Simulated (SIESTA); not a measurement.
The system is Ba2Tl5V3O12.

```
Ba V Tl O
1.0
     6.48991   -6.67692   -0.04765
     6.48991    6.67692   -0.04765
    -1.96739    0.00000    5.75220
Ba V Tl O
2 3 5 12
Direct
  0.47917 0.52083 0.00000
  0.79264 0.20736 0.00000
  0.65694 0.94605 0.25735
  0.05395 0.34306 0.74265
  0.57442 0.42558 0.50000
  0.49835 0.85629 0.63726
  0.14371 0.50165 0.36274
  0.01508 0.98492 0.50000
  0.30964 0.12677 0.21892
  0.87323 0.69036 0.78108
  0.00390 0.26325 0.44275
  0.59719 0.60676 0.67706
  0.91333 0.42820 0.84635
  0.52536 0.79943 0.20594
  0.68766 0.41628 0.31356
  0.09251 0.20316 0.88601
  0.58372 0.31234 0.68644
  0.79684 0.90749 0.11399
  0.57180 0.08667 0.15365
  0.20057 0.47464 0.79406
  0.73675 0.99610 0.55725
  0.39324 0.40281 0.32294
```

The cell was built by a generator and needn't be a form met in nature.

Base run:

* Program: SIESTA 5.4.2
* Functional: PBE
* Potentials or basis: PseudoDojo 0.4 standard (PBE files)
* Basis: DZP (energy shift 0.003 Ry; two zetas on semicore shells; d shell added on Ba)
* Grid cutoff: 800 Ry
* Energy shift: 0.003 Ry
* k mesh: 3 × 3 × 5
* Occupations: fermi-dirac, width 0.05 eV
* Spin: collinear spin, ferromagnetic start
* Starting moments: [0.0, 0.0, 2.0, 2.0, 2.0, 0.0, 0.0, 0.0, 0.0, 0.0, 0.0, 0.0, 0.0, 0.0, 0.0, 0.0, 0.0, 0.0, 0.0, 0.0, 0.0, 0.0] μB
* Hubbard terms: V d U = 2 eV

Its results: band gap on the k mesh 2.86 eV, indirect (least direct gap 2.92 eV); pressure 1.4 GPa; net moment 0.00 μB per cell; largest force 0.498 eV/Å.

The run is repeated on the same cell with these changes: hubbard terms from V d U = 2 eV to V d U = 6 eV. What comes out?

Band gap on the k mesh 2.91 eV, indirect (least direct gap 2.98 eV); pressure 2.2 GPa; net moment 0.00 μB per cell; largest force 0.804 eV/Å.

Caveats: this set's barium file shifts pressures by up to 1 GPa against other sets; spin-orbit coupling is left out, which as a rule narrows the gap of such compounds by several tenths of an eV; an odd mesh through Γ misses points on the zone boundary, where band edges often lie; the basis of atomic orbitals isn't converged, which shifts pressures, moduli and gaps.
